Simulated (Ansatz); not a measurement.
# SiGe (quintet): the correlation ladder, aug-cc-pVTZ

One table from this session's results is given with a row withheld; the runs are named, their logs left out.

Method: aug-cc-pVTZ, core rule «outside noble gas», up to 19 orbitals frozen; program: Ansatz 0.2.0, Gaussian basis.

The runs, in order: UHF; CCSD(T) on ROHF; CCSD(T) on UHF; BCCD(T) on ROHF; CCSDT(Q) on ROHF; CCSDT(Q) on UHF; CASSCF and MRCISD+Q, 8 electrons in 8 orbitals; CASSCF and NEVPT2, 8 electrons in 8 orbitals.

5 further runs of the same task are left out: 5 set aside as unsound or not needed.

## The geometry

The geometry is a PBE0/def2-TZVPD stationary point (not a proven minimum) of the parent state, kept for this charge and spin. No spin-orbit coupling is included. The filled d shell of Ge may be among the frozen orbitals whatever the setting's name suggests; the logs give the count.

2 atoms, charge 0, spin multiplicity 5.

Atoms are counted from 1 here; the program's logs count them from 0.

Bond lengths: Si1–Ge2 2.463 Å.

As a file:

```tsv
atom	x (Å)	y (Å)	z (Å)
Si1	0.0000	0.0000	0.0000
Ge2	0.0000	0.0000	2.4635
```

Set-up of the first run:

File in.yaml:

```yaml
crystal:
  periodic: [false, false, false]
  atoms:
    - {symbol: Si, position_ang: [0.000000, 0.000000, 0.000000]}
    - {symbol: Ge, position_ang: [0.000000, 0.000000, 2.463500]}
basis:
  gaussian: {orbitals: aug-cc-pVTZ}
magnetization: {spin_polarized: true, initial_magnetization: 4}
hamiltonian: {xc: hf}
output: {orbitals: {seedname: orbitals}}
```

Started as:

```bash
$ ansatz run in.yaml --threads 1 --pin off --events-out ev --progress --plain --max-ram 2816MiB --backend cpu
```

Steps of the session up to this table: UHF; CCSD(T) on ROHF; CCSD(T) on UHF; BCCD(T) on ROHF; CCSDT(Q) on ROHF; CCSDT(Q) on UHF; CASSCF and MRCISD+Q, 8 electrons in 8 orbitals; CASSCF and NEVPT2, 8 electrons in 8 orbitals.

One of the session's tables, all rows but one given; the rest of the session is left out.

```
          method  from UCCSDT(Q) (meV)
            ROHF               +4875.5
             UHF               +4770.0
            RMP2               +1020.0
            UMP2               +1041.1
           RCCSD                +340.1
           UCCSD                +324.4
        RCCSD(T)                 +75.9
        UCCSD(T)                 +64.5
         BCCD(T)                 +75.4
          RCCSDT                 +29.9
          UCCSDT                     ?
       RCCSDT(Q)                 +12.2
       UCCSDT(Q)                     0
  CASSCF valence               +3821.8
  NEVPT2 valence                +851.6
  MRCISD valence                +369.7
MRCISD+Q valence                 +41.0
```

**Question.** Estimate the row for UCCSDT.

**Answer.** from UCCSDT(Q) (meV): +17.6. In the column «from UCCSDT(Q) (meV)» it lies between RCCSDT(Q) (+12.2) and RCCSDT (+29.9).

Among the levels timed on like hardware and quicker than the yardstick, those that no quicker one beats, quickest first: NEVPT2 valence (5.5 s, +851.6 meV); MRCISD+Q valence (5.5 s, +41.0 meV).

To keep in mind: Of the multireference levels listed MRCISD+Q valence comes nearest in total energy (+41.0 meV), which doesn't show that its space is the better one. Restricted and unrestricted rows rest on different reference determinants; where their highest levels disagree by more than a few hundredths of an eV, they describe different states and don't form one ladder.
